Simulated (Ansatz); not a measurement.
# CH8BGeN: how energies converge with the basis set

One table from this session's results is given with a row withheld; the runs are named, their logs left out.

Program: Ansatz 0.2.0, Gaussian basis. Level of theory: one geometry, several basis sets. These are calculated values, not measurements.

Plan: PBE0-D4/def2-SVP; ωB97M-V/def2-SVP; PBE0-D4/def2-QZVPP; ωB97M-V/def2-QZVPP; the functionals' def2-TZVPP values are taken from earlier runs.

**The geometry**

The geometry comes from an earlier relaxation with PBE0-D4 in a triple-zeta def2 set; it is a stationary point, not always the lowest conformer.

SMILES `BC[NH][GeH3]`, 12 atoms, charge 0, spin multiplicity 1.

Atoms are counted from 1 here; the program's logs count them from 0.

Bond lengths: B1–C2 1.501 Å, B1–H5 1.195 Å, B1–H6 1.199 Å, C2–N3 1.401 Å, C2–H7 1.091 Å, C2–H8 1.216 Å, N3–Ge4 1.842 Å, N3–H9 1.009 Å, Ge4–H10 1.534 Å, Ge4–H11 1.545 Å, Ge4–H12 1.536 Å. Angles: C2–B1–H5 118.5°, C2–B1–H6 119.3°, H5–B1–H6 121.7°, B1–C2–N3 126.0°, B1–C2–H7 119.1°, B1–C2–H8 67.8°, N3–C2–H7 113.1°, N3–C2–H8 114.5°, H7–C2–H8 101.8°, C2–N3–Ge4 122.2°, C2–N3–H9 113.5°, Ge4–N3–H9 116.8°, N3–Ge4–H10 106.9°, N3–Ge4–H11 112.0°, N3–Ge4–H12 106.6°, H10–Ge4–H11 110.2°, H10–Ge4–H12 111.9°, H11–Ge4–H12 109.1°.

Set-up of the first run:

Input file in.yaml:

```yaml
crystal:
  periodic: [false, false, false]
  atoms:
    - {symbol: B, position_ang: [-1.978269, 0.554034, 0.702401]}
    - {symbol: C, position_ang: [-0.700041, 0.500961, -0.083386]}
    - {symbol: N, position_ang: [0.575664, 0.240341, 0.434781]}
    - {symbol: Ge, position_ang: [1.894735, -0.567521, -0.564563]}
    - {symbol: H, position_ang: [-2.974837, 0.909396, 0.147057]}
    - {symbol: H, position_ang: [-2.000258, 0.117112, 1.818936]}
    - {symbol: H, position_ang: [-0.674792, 0.932386, -1.084970]}
    - {symbol: H, position_ang: [-1.386556, -0.488034, -0.255212]}
    - {symbol: H, position_ang: [0.575821, 0.051788, 1.425837]}
    - {symbol: H, position_ang: [3.179132, -0.524540, 0.273339]}
    - {symbol: H, position_ang: [1.539290, -2.028601, -0.920589]}
    - {symbol: H, position_ang: [2.026912, 0.247582, -1.859531]}
basis:
  gaussian: {orbitals: def2-SVP}
hamiltonian: {xc: pbe0, dispersion: d4}
output: {orbitals: {seedname: orbitals}}
```

Steps of the session up to this table: PBE0-D4 in def2-SVP; ωB97M-V in def2-SVP; PBE0-D4 in def2-QZVPP; ωB97M-V in def2-QZVPP.

One table of the session follows, with a row left open; its other results are not shown here.

It belongs to the step «Functionals by basis». 

```
functional       basis  HOMO (eV)  LUMO (eV)
   PBE0-D4    def2-SVP          ?          ?
   PBE0-D4  def2-TZVPP      -6.93      -0.16
   PBE0-D4  def2-QZVPP      -6.95      -0.23
   ωB97M-V    def2-SVP      -9.04       2.07
   ωB97M-V  def2-TZVPP      -9.16       1.64
   ωB97M-V  def2-QZVPP      -9.18       1.36
```

**Question.** Estimate the row for PBE0-D4, def2-SVP.

As computed: HOMO (eV): -6.84; LUMO (eV): 0.04. In the column «HOMO (eV)» it is the highest.
